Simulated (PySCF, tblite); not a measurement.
**C6H7O radical: geometry, infrared bands and EPR parameters**

Wanted: the infrared bands and EPR parameters of C6H7O radical (`CC(C)C#C[C]=O`), by calculation.

Programs: tblite 0.8.0 and PySCF 2.14.0, with density-fitted response routines of our own. Each step states its level of theory. These are calculated values for one molecule in the gas phase, unless marked as measured. Atoms count from 0, in the outputs and in this text.

## (1) The molecule as given

14 atoms, charge 0, multiplicity 2; geometry from: force field or distance geometry start.

Bonds of the start (Å): C0–C1 1.49, C1–C2 1.50, C1–C3 1.47, C3–C4 1.23, C4–C5 1.44, C5–O6 1.26, C0–H7 1.11, C0–H8 1.11, C0–H9 1.13, C1–H10 1.10, C2–H11 1.12, C2–H12 1.11, C2–H13 1.11.

## (2) Optimising the geometry with GFN2-xTB

What the job is given:

```
{"job": {"kind": "relax", "xc": "GFN2-xTB", "basis": "xTB"}, "charge": 0, "multiplicity": 2}
C     -1.291000    -0.823000    -0.828900
C     -0.683300     0.332000    -0.103600
C     -0.220800     1.435800    -1.014700
C      0.516500    -0.135600     0.596300
C      1.503500    -0.552400     1.206400
C      2.660100    -1.053100     1.903900
O      3.560200    -1.717100     1.321100
H     -1.068100    -1.741200    -0.252200
H     -0.862900    -0.985400    -1.838000
H     -2.406700    -0.714600    -0.944300
H     -1.401400     0.737400     0.621000
H     -0.153000     2.395500    -0.432300
H     -0.958900     1.572700    -1.838600
H      0.805000     1.248600    -1.393300
```

Run with:

```bash
OMP_NUM_THREADS=1 python probes_run.py task.json out
```

The driver reads the jobs from task.json and runs them one after another.

**Question.** This job is followed by: GFN2-xTB harmonic vibrations, gas phase; UKS B3LYP, pcH-1 on C H O, non-relativistic, mean-field spin-orbit, GIAO. What will the session give for the following? strongest single infrared mode (GFN2-xTB); zero-point energy (GFN2-xTB); g(iso) (B3LYP); ⟨S²⟩; largest a(iso) (averaged by class); surface potential, 1st and 99th percentile.

**Answer**, as computed:

```
                                 quantity                   value
strongest single infrared mode (GFN2-xTB)  2250 cm⁻¹, 1383 km/mol
             zero-point energy (GFN2-xTB)           68.1 kcal/mol
                           g(iso) (B3LYP)                 1.99517
                                     ⟨S²⟩      0.763 (exact 0.75)
       largest a(iso) (averaged by class)    13C on C3, 132.5 MHz
    surface potential, 1st and 99th percentile      -1.11 V and 1.03 V
```

**Reading.** Relaxing lowered the energy by 1.123 eV in 97 steps; the close pair that moved most is C4–C5, from 1.440 to 1.294 Å. All 36 modes are real, so the xTB geometry is a minimum. The strongest single mode, at 2250 cm⁻¹, moves mainly C5. Unscaled tight-binding wavenumbers are off by several per cent, some by more. Its intensities can rank the bands wrongly. C3 carries the largest spin population, 0.62 e. The isotropic g lies 7.1 ppt below the free-electron value.
